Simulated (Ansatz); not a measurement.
**C₂H₅AlOS: basis-set convergence**

Aim: see how fast density functionals converge with the basis set for C₂H₅AlOS.

Program: Ansatz 0.2.0, Gaussian basis. Level of theory: one geometry, several basis sets. These are calculated values, not measurements.

Plan: PBE0-D4/def2-SVP; ωB97M-V/def2-SVP; PBE0-D4/def2-QZVPP; ωB97M-V/def2-QZVPP; the functionals' def2-TZVPP values are taken from earlier runs.

### 1 The geometry

An earlier PBE0-D4 in a triple-zeta def2 set relaxation fixed the geometry.

SMILES `C=[C](S)[AlH][OH]`, 10 atoms, charge 0, spin multiplicity 1.

Atoms are counted from 1 here; the program's logs count them from 0.

Bond lengths: C1–C2 1.338 Å, C1–H6 1.085 Å, C1–H7 1.088 Å, C2–S3 1.760 Å, C2–Al4 1.936 Å, S3–H8 1.344 Å, Al4–O5 1.693 Å, Al4–H9 1.585 Å, O5–H10 0.955 Å. Angles: C2–C1–H6 120.1°, C2–C1–H7 123.4°, H6–C1–H7 116.5°, C1–C2–S3 120.3°, C1–C2–Al4 120.7°, S3–C2–Al4 119.1°, C2–S3–H8 97.6°, C2–Al4–O5 116.5°, C2–Al4–H9 121.2°, O5–Al4–H9 122.3°, Al4–O5–H10 124.5°.

### 2 PBE0-D4 in def2-SVP

The input, in.yaml:

```yaml
crystal:
  periodic: [false, false, false]
  atoms:
    - {symbol: C, position_ang: [0.308933, 1.001175, 1.365234]}
    - {symbol: C, position_ang: [-0.294454, -0.025396, 0.755360]}
    - {symbol: S, position_ang: [-1.442835, -1.028119, 1.634091]}
    - {symbol: Al, position_ang: [0.079967, -0.430063, -1.100377]}
    - {symbol: O, position_ang: [1.194948, 0.575885, -1.881266]}
    - {symbol: H, position_ang: [1.016627, 1.617756, 0.820931]}
    - {symbol: H, position_ang: [0.131761, 1.268316, 2.405296]}
    - {symbol: H, position_ang: [-1.747677, -1.869894, 0.632337]}
    - {symbol: H, position_ang: [-0.627677, -1.642101, -1.835919]}
    - {symbol: H, position_ang: [1.463607, 0.481343, -2.792787]}
basis:
  gaussian: {orbitals: def2-SVP}
hamiltonian: {xc: pbe0, dispersion: d4}
output: {orbitals: {seedname: orbitals}}
```

Started as:

```sh
> ansatz run in.yaml --threads 4 --pin off --events-out ev --progress --plain --max-ram 10444MiB
```

The runs that follow: ωB97M-V in def2-SVP; PBE0-D4 in def2-QZVPP; ωB97M-V in def2-QZVPP.

Q: Predict the results of all the runs planned. Wanted: PBE0-D4: double and triple zeta above quadruple; ωB97M-V: double and triple zeta above quadruple.

The runs gave:

| quantity | value |
| --- | --- |
| PBE0-D4: double and triple zeta above quadruple | 11.94, 0.79 eV |
| ωB97M-V: double and triple zeta above quadruple | 12.04, 0.75 eV |

In words: For PBE0-D4 the step from double to triple zeta gains 11.15 eV and the next only 0.79 eV. These are total energies; as a rule much of such shifts cancels in differences, which this series doesn't test.
